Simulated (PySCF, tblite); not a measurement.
# C₅H₁₀S₂Si₂: geometry, infrared bands and NMR shifts

Wanted: the infrared bands and NMR shifts of C₅H₁₀S₂Si₂ (`C#C[SiH2]/C(=C\SC)S[SiH3]`), by calculation.

Programs: tblite 0.8.0 and PySCF 2.14.0, with density-fitted response routines of our own. Each step states its level of theory. These are calculated values for one molecule in the gas phase, unless marked as measured. Atoms are numbered from 0 throughout.

### 1 The starting structure

19 atoms, charge 0, multiplicity 1; geometry from: force field or distance geometry start.

Bonds of the start (Å): C0–C1 1.20, C1–Si2 1.89, Si2–C3 1.88, C3–C4 1.34, C4–S5 1.74, S5–C6 1.80, C3–S7 1.77, S7–Si8 2.16, C0–H9 1.06, Si2–H10 1.49, Si2–H11 1.48, C4–H12 1.09, C6–H13 1.09, C6–H14 1.09, C6–H15 1.10, Si8–H16 1.49, Si8–H17 1.48, Si8–H18 1.49.

### 2 Geometry optimisation with GFN2-xTB

The job: settings as JSON, then the geometry in Å.

```
{"job": {"kind": "relax", "xc": "GFN2-xTB", "basis": "xTB"}, "charge": 0, "multiplicity": 1}
C      2.058100     2.805600     0.715800
C      1.509000     1.855800     1.196400
Si     0.681500     0.347600     1.971100
C     -0.021500    -0.757300     0.617000
C     -1.171800    -0.599300    -0.049500
S     -2.273500     0.732000     0.120700
C     -3.559300     0.261500    -1.053400
S      0.946600    -2.197600     0.283600
Si     2.493800    -1.523900    -1.063500
H      2.516900     3.659900     0.288600
H     -0.396500     0.774600     2.910500
H      1.675100    -0.393600     2.776100
H     -1.458100    -1.347200    -0.782600
H     -4.341600     1.017700    -1.050900
H     -3.153600     0.191700    -2.058800
H     -4.005100    -0.699300    -0.753300
H      3.366000    -0.566000    -0.335500
H      3.276200    -2.698500    -1.517800
H      1.847900    -0.854300    -2.222000
```

On the command line:

```
$ OMP_NUM_THREADS=1 python probes_run.py task.json out
```

The driver reads the jobs from task.json and runs them one after another.

**Question.** This job is followed by: GFN2-xTB harmonic vibrations, gas phase; GIAO PBE0/pcSseg-1 NMR shielding, non-relativistic, gas phase. What will the session give for the following? strongest single infrared mode (GFN2-xTB); zero-point energy (GFN2-xTB); ¹³C shifts against TMS (PBE0/pcSseg-1); ¹H shifts against TMS (PBE0/pcSseg-1, means over atoms taken as alike); ²⁹Si shifts against TMS (PBE0/pcSseg-1); ³³S shifts against CS2 (PBE0/pcSseg-1).

**Answer**, as computed:

```
                                                              quantity                                value
                             strongest single infrared mode (GFN2-xTB)                 763 cm⁻¹, 422 km/mol
                                          zero-point energy (GFN2-xTB)                        75.4 kcal/mol
                                ¹³C shifts against TMS (PBE0/pcSseg-1)  166.0, 120.5, 105.8, 87.3, 22.6 ppm
¹H shifts against TMS (PBE0/pcSseg-1, means over atoms taken as alike)     7.41, 4.88, 4.73, 2.42, 2.01 ppm
                               ²⁹Si shifts against TMS (PBE0/pcSseg-1)                     -50.9, -70.0 ppm
                                ³³S shifts against CS2 (PBE0/pcSseg-1)                          45, -57 ppm
```

**Reading.** Over 75 steps the energy fell by 0.155 eV; of the close pairs, C1–Si2 changed most, 1.887 to 1.853 Å. No mode is imaginary among the 51: a minimum at this level. The strongest single mode, at 763 cm⁻¹, is carried by H17, H18, H16. Unscaled tight-binding wavenumbers are off by several per cent, some by more. Its intensities can rank the bands wrongly. H12 (hydrogen on an alkene CH) lies farthest downfield among hydrogen, at 7.41 ppm; attached to an sp2 carbon and in the plane of the double bond. At PBE0/pcSseg-1: The widest tensor belongs to S7: span 536 ppm, with a paramagnetic part of -498 ppm.
